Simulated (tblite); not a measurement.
# C4H8ClFSi2: the cost of one run

Programs: tblite 0.8.0 and PySCF 2.14.0, with density-fitted response routines of our own. Each step states its level of theory. These are calculated values for one molecule in the gas phase, unless marked as measured. Atoms are numbered from 0 throughout.

### 1 The starting structure

16 atoms, charge 0, multiplicity 1; geometry from: force field or distance geometry start.

Bonds of the start (Å): C0–C1 1.32, C1–Si2 1.87, Si2–Cl3 2.08, Si2–C4 1.84, C4–F5 1.37, C4–C6 1.33, C6–Si7 1.84, C0–H8 1.10, C0–H9 1.09, C1–H10 1.08, Si2–H11 1.47, C6–H12 1.09, Si7–H13 1.44, Si7–H14 1.49, Si7–H15 1.47.

### 2 Optimising the geometry with GFN2-xTB

What the job is given:

```
{"job": {"kind": "relax", "xc": "GFN2-xTB", "basis": "xTB"}, "charge": 0, "multiplicity": 1}
C     -3.303800    -0.131800     0.447000
C     -2.186200    -0.337200    -0.228000
Si    -0.558500     0.326700     0.406300
Cl    -0.903300     1.030500     2.332700
C      0.651800    -1.060800     0.476300
F      0.209700    -2.340700     0.661100
C      1.952400    -0.826900     0.325700
Si     2.682700     0.840600     0.067100
H     -4.263400    -0.524900     0.089900
H     -3.243500     0.448600     1.363400
H     -2.193000    -0.917100    -1.141300
H     -0.162400     1.382600    -0.529700
H      2.621600    -1.688300     0.387200
H      2.911200     1.487200     1.338500
H      1.842500     1.704900    -0.801200
H      3.934400     0.615500    -0.671500
```

On the command line:

```
$ OMP_NUM_THREADS=1 python probes_run.py task.json out
```

This one command runs all jobs of the session in turn.

**Question.** How long does this first job take on 1 thread of Arm Neoverse N1, shared host, and how much memory does it need?

About 1.8 s, with a peak of 0.18 GiB.
